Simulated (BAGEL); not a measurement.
# HF/cc-pVDZ (density fitting with qzvpp-jkfit) run of CH6NPSi (SMILES P[SiH]1CN1)

What is the energy change on altering one bond length of CH6NPSi at HF/cc-pVDZ (density fitting with qzvpp-jkfit)? 

The results are computed with BAGEL 1.2.2.

### 1 The structure to begin with

CH6NPSi has 10 atoms, charge 0, and is taken as a singlet. SMILES: `P[SiH]1CN1`. The shape is that of a PBE0-D4/def2-TZVP optimisation. This is one conformer, not always the lowest.

Bond lengths: P1–Si2 2.235 Å, Si2–C3 1.830 Å, Si2–N4 1.724 Å, C3–N4 1.496 Å, P1–H5 1.419 Å, P1–H6 1.422 Å, Si2–H7 1.484 Å, C3–H8 1.090 Å, C3–H9 1.087 Å, N4–H10 1.009 Å. Some angles: P1–Si2–C3 125.1°, P1–Si2–N4 120.4°, C3–Si2–N4 49.7°, Si2–C3–N4 61.5°, Si2–N4–C3 68.8°, P1–Si2–H7 111.9°, C3–Si2–H7 117.0°, N4–Si2–H7 119.6°, Si2–P1–H5 92.1°, Si2–P1–H6 93.1°.

### 2 The energy at HF/cc-pVDZ (density fitting with qzvpp-jkfit)

Contents of calc.json:

```json
{ "bagel": [

{
  "title": "molecule",
  "basis": "cc-pvdz.json",
  "df_basis": "qzvpp-jkfit",
  "angstrom": true,
  "geometry": [
    { "atom": "P", "xyz": [      -2.126500,       0.935800,      -0.067900 ] },
    { "atom": "Si", "xyz": [       0.034500,       0.548300,       0.353000 ] },
    { "atom": "C", "xyz": [       0.777000,      -1.104600,       0.610200 ] },
    { "atom": "N", "xyz": [       0.967700,      -0.433700,      -0.713500 ] },
    { "atom": "H", "xyz": [      -2.191600,      -0.136100,      -0.996200 ] },
    { "atom": "H", "xyz": [      -1.838400,       1.906500,      -1.066200 ] },
    { "atom": "H", "xyz": [       0.677500,       1.690600,       1.049000 ] },
    { "atom": "H", "xyz": [       1.645800,      -1.171600,       1.264400 ] },
    { "atom": "H", "xyz": [       0.215300,      -2.034000,       0.558400 ] },
    { "atom": "H", "xyz": [       1.921900,      -0.252400,      -0.988100 ] }
  ]
},

{
  "title": "hf",
  "charge": 0
},

{
  "title": "print",
  "file": "orbitals.molden",
  "orbitals": true
}

]}
```

The basis set cc-pVDZ is read from a file made from the Basis Set Exchange's data (not shown).

Command:

```bash
BAGEL_NUM_THREADS=1 BAGEL calc.json > calc.out
```

Log:

```text
* using 1 threads per process

  ===============================================================
  ===============================================================

  *** Geometry ***

  { "atom" : "P", "xyz" : [     -4.018503,      1.768406,     -0.128312 ] },
  { "atom" : "Si", "xyz" : [      0.065196,      1.036137,      0.667073 ] },
  { "atom" : "C", "xyz" : [      1.468317,     -2.087391,      1.153111 ] },
  { "atom" : "N", "xyz" : [      1.828688,     -0.819574,     -1.348320 ] },
  { "atom" : "H", "xyz" : [     -4.141524,     -0.257192,     -1.882545 ] },
  { "atom" : "H", "xyz" : [     -3.474073,      3.602763,     -2.014826 ] },
  { "atom" : "H", "xyz" : [      1.280289,      3.194771,      1.982323 ] },
  { "atom" : "H", "xyz" : [      3.110111,     -2.214003,      2.389370 ] },
  { "atom" : "H", "xyz" : [      0.406858,     -3.843703,      1.055223 ] },
  { "atom" : "H", "xyz" : [      3.631865,     -0.476967,     -1.867238 ] },

  Number of auxiliary basis functions:      516

  Since a DF basis is specified, we compute 2- and 3-index integrals:
    o Being stored without compression. Storage requirement is 0.036 GB

  Number of basis functions:       94
  Number of electrons      :       48

    * METHOD: MOLECULE                             0.31

  *** RHF ***

  === Nuclear Repulsion ===
   209.9988838173

      * DIIS with orbital gradients will be used.

  === RHF iteration (cc-pvdz.json) ===
      0       -725.17787530          0.01670641           0.10
      1       -725.34178206          0.01211172           0.10
      2       -725.43455640          0.00161205           0.10
      3       -725.43772213          0.00051045           0.10
      4       -725.43795222          0.00014259           0.10
      5       -725.43798039          0.00004224           0.10
      6       -725.43798316          0.00001743           0.10
      7       -725.43798364          0.00000555           0.10
      8       -725.43798369          0.00000234           0.11
      9       -725.43798369          0.00000081           0.10
     10       -725.43798369          0.00000030           0.10
     11       -725.43798369          0.00000012           0.10
     12       -725.43798369          0.00000004           0.10
     13       -725.43798369          0.00000002           0.10
     14       -725.43798369          0.00000001           0.10
    * SCF iteration converged.

    * Permanent dipole moment:
           (   -0.373377,    -0.258832,    -0.106458) a.u.

    * METHOD: HF                                   1.77

    * METHOD: PRINT                                0.02

  ===============================================================
```

Wall time 2.3 s (1 thread of Arm Neoverse V1, shared host); peak memory 0.14 GiB.

### 3 The distorted shape

Contents of input.json:

```json
{ "bagel": [

{
  "title": "molecule",
  "basis": "cc-pvdz.json",
  "df_basis": "qzvpp-jkfit",
  "angstrom": true,
  "geometry": [
    { "atom": "P", "xyz": [   -3.271584,    0.718232,    0.261633 ] },
    { "atom": "Si", "xyz": [   -1.110584,    0.330732,    0.682533 ] },
    { "atom": "C", "xyz": [   -0.368084,   -1.322168,    0.939733 ] },
    { "atom": "N", "xyz": [   -0.177384,   -0.651268,   -0.383967 ] },
    { "atom": "H", "xyz": [   -3.336684,   -0.353668,   -0.666667 ] },
    { "atom": "H", "xyz": [   -2.983484,    1.688932,   -0.736667 ] },
    { "atom": "H", "xyz": [   -0.467584,    1.473032,    1.378533 ] },
    { "atom": "H", "xyz": [    0.500716,   -1.389168,    1.593933 ] },
    { "atom": "H", "xyz": [   -0.929784,   -2.251568,    0.887933 ] },
    { "atom": "H", "xyz": [    1.921900,   -0.252400,   -0.988100 ] }
  ]
},
{ "title": "hf" },
{ "title": "print", "file": "orbitals.molden", "orbitals": true }

]}
```

The basis set cc-pVDZ is read from a file made from the Basis Set Exchange's data (not shown).

Command:

```bash
BAGEL_NUM_THREADS=1 BAGEL input.json > input.out
```

Log:

```text
* using 1 threads per process

  ===============================================================
  ===============================================================

  *** Geometry ***

  { "atom" : "P", "xyz" : [     -6.182398,      1.357262,      0.494415 ] },
  { "atom" : "Si", "xyz" : [     -2.098700,      0.624993,      1.289800 ] },
  { "atom" : "C", "xyz" : [     -0.695578,     -2.498535,      1.775838 ] },
  { "atom" : "N", "xyz" : [     -0.335207,     -1.230718,     -0.725592 ] },
  { "atom" : "H", "xyz" : [     -6.305419,     -0.668336,     -1.259818 ] },
  { "atom" : "H", "xyz" : [     -5.637968,      3.191619,     -1.392099 ] },
  { "atom" : "H", "xyz" : [     -0.883606,      2.783627,      2.605050 ] },
  { "atom" : "H", "xyz" : [      0.946216,     -2.625147,      3.012097 ] },
  { "atom" : "H", "xyz" : [     -1.757037,     -4.254847,      1.677950 ] },
  { "atom" : "H", "xyz" : [      3.631865,     -0.476967,     -1.867238 ] },

  Number of auxiliary basis functions:      516

  Since a DF basis is specified, we compute 2- and 3-index integrals:
    o Being stored without compression. Storage requirement is 0.036 GB

  Number of basis functions:       94
  Number of electrons      :       48

    * METHOD: MOLECULE                             0.31

  *** RHF ***

  === Nuclear Repulsion ===
   206.0456174909

      * DIIS with orbital gradients will be used.

  === RHF iteration (cc-pvdz.json) ===
      0       -724.79962374          0.01912415           0.11
      1       -724.74286136          0.02566708           0.11
      2       -725.20682398          0.00306632           0.11
      3       -725.21679494          0.00090175           0.11
      4       -725.21794596          0.00040872           0.11
      5       -725.21819453          0.00012421           0.10
      6       -725.21824047          0.00005678           0.11
      7       -725.21825063          0.00002920           0.11
      8       -725.21825438          0.00002015           0.11
      9       -725.21825602          0.00001531           0.11
     10       -725.21825790          0.00000739           0.11
     11       -725.21825835          0.00000358           0.10
     12       -725.21825842          0.00000150           0.10
     13       -725.21825843          0.00000061           0.10
     14       -725.21825843          0.00000035           0.11
     15       -725.21825843          0.00000016           0.11
     16       -725.21825843          0.00000009           0.11
     17       -725.21825843          0.00000004           0.11
     18       -725.21825843          0.00000002           0.11
     19       -725.21825843          0.00000001           0.11
     20       -725.21825843          0.00000001           0.11
    * SCF iteration converged.

    * Permanent dipole moment:
           (    0.435856,    -0.216320,    -0.637656) a.u.

    * METHOD: HF                                   2.48

    * METHOD: PRINT                                0.02

  ===============================================================
```

It took 3 s on 1 thread of Arm Neoverse V1, shared host; peak memory 0.14 GiB.

### 4 Results

Level: HF/cc-pVDZ (density fitting with qzvpp-jkfit).

| quantity | value |
| --- | --- |
| first shape: total energy | -725.43798 Eh |
| first shape: dipole moment | 1.19 D |
| first shape: HOMO energy | -9.55 eV |
| first shape: LUMO energy | 3.65 eV |
| first shape: HOMO–LUMO gap | 13.20 eV |
| distorted shape: total energy | -725.21826 Eh |
| distorted shape: dipole moment | 2.04 D |
| distorted shape: HOMO energy | -8.76 eV |
| distorted shape: LUMO energy | -0.34 eV |
| distorted shape: HOMO–LUMO gap | 8.43 eV |
| energy change with the N4–H10 bond stretched from 1.009 to 2.221 Å | 5.979 eV |

In words: One bond (distorted shape) is far stretched, which a spin-restricted single reference describes badly; a broken-symmetry solution may lie lower. With the N4–H10 bond stretched from 1.009 to 2.221 Å the energy rises by 5.98 eV (577 kJ/mol). The first shape isn't relaxed at this level, so the change isn't measured from a minimum. A restricted reference can't describe the breaking bond well at this length.
